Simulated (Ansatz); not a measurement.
This script drives Ansatz 0.2.0 through its Python package.

`mgc2_transition.py`
```python
"""Pressure at which two phases of MgC2 cross."""

import ansatz as az
import numpy as np


def fluorite(first, second, a):
    return (
        az.Lattice.fcc(a)
        .space_group(225)
        .atom(first, (0, 0, 0))
        .atom(second, (0.25, 0.25, 0.25))
        .primitive()
    )


def cdi2(a_site, b_site, a):
    return (
        az.Lattice.from_parameters(a, a, 1.6 * a, alpha=90, beta=90, gamma=120)
        .space_group(164)
        .atom(a_site, (0, 0, 0))
        .atom(b_site, (1 / 3, 2 / 3, 0.25))
    )


def ground_state(name, crystal, pressure=0.0):
    calc = (
        crystal.calculation()
        .functional("PBEsol")
        .basis(530)  # plane waves up to this kinetic energy
        .mixing("broyden")
        .scf(extra_bands=6)
        .kpoints(spacing=0.52)  # the mesh must be finer for metals
        .occupations("cold", width=0.01)  # fractional filling near the Fermi level
    )
    calc = calc.relax(force_tolerance=0.03, max_steps=60, cell=True, pressure=pressure)
    return calc.run(threads=1)


def volume_per_atom(outcome):
    return abs(np.linalg.det(outcome.lattice.cell_ang)) / len(outcome.lattice.sites)

phases = {}
phases["fluorite"] = fluorite("Mg", "C", 5.24)
phases["CdI2"] = cdi2("Mg", "C", 3.1)

# enthalpy per atom at each pressure
pressures = [0, 10, 20, 30]
enthalpy, volume = {name: [] for name in phases}, {name: [] for name in phases}
for p in pressures:
    for name, crystal in phases.items():
        o = ground_state(name, crystal, pressure=p)
        volume[name].append(volume_per_atom(o))
        enthalpy[name].append(o.report["energy_sigma0_ev"] / len(o.lattice.sites) + p * volume[name][-1] / 160.21766)
gap = np.array(enthalpy["CdI2"]) - np.array(enthalpy["fluorite"])
rows = [(p, va, vb, 1000 * d) for p, va, vb, d in zip(pressures, volume["fluorite"], volume["CdI2"], gap)]
print("| P (GPa) | V fluorite (A^3/atom) | V CdI2 (A^3/atom) | H(CdI2) - H(fluorite) (meV/atom) |")
print("| --- | --- | --- | --- |")
for row in rows:
    print(f"| {row[0]:d} | {row[1]:.3f} | {row[2]:.3f} | {row[3]:+.1f} |")
crossings = [p0 - g0 * (p1 - p0) / (g1 - g0) for p0, p1, g0, g1 in zip(pressures, pressures[1:], gap, gap[1:]) if g0 * g1 < 0]
print("crossing near", [round(float(p), 1) for p in crossings], "GPa") if crossings else print("no crossing in this range")
```

It is started by `python mgc2_transition.py`. Estimate its wall time and peak memory on 1 thread of Intel(R) Xeon(R) 6975P-C (Granite Rapids) (shared host).

It took about 26 s, with a peak of 0.4 GiB, for 8 runs of the engine.

```console
$ python mgc2_transition.py
| P (GPa) | V fluorite (A^3/atom) | V CdI2 (A^3/atom) | H(CdI2) - H(fluorite) (meV/atom) |
| --- | --- | --- | --- |
| 0 | 10.624 | 8.391 | -1892.3 |
| 10 | 9.873 | 7.894 | -2023.7 |
| 20 | 9.323 | 7.549 | -2140.6 |
| 30 | 8.889 | 7.273 | -2246.1 |
no crossing in this range
```

What to keep in mind:
- These settings explore the input space; cutoff and mesh may be short of convergence.
- At a fixed pressure a relaxation lowers the enthalpy F + PV, while F alone can rise.
- For the metals among these phases the mesh is modest: differences between phases can be off by up to 40 meV an atom.
- Only these two structures are compared, at zero temperature and with their symmetry kept; either may be hypothetical, and another phase may be lower than both. Differences under about 40 meV an atom lie within the error of mesh and functional.
- The cells are prototypes set up for this calculation and needn't exist.
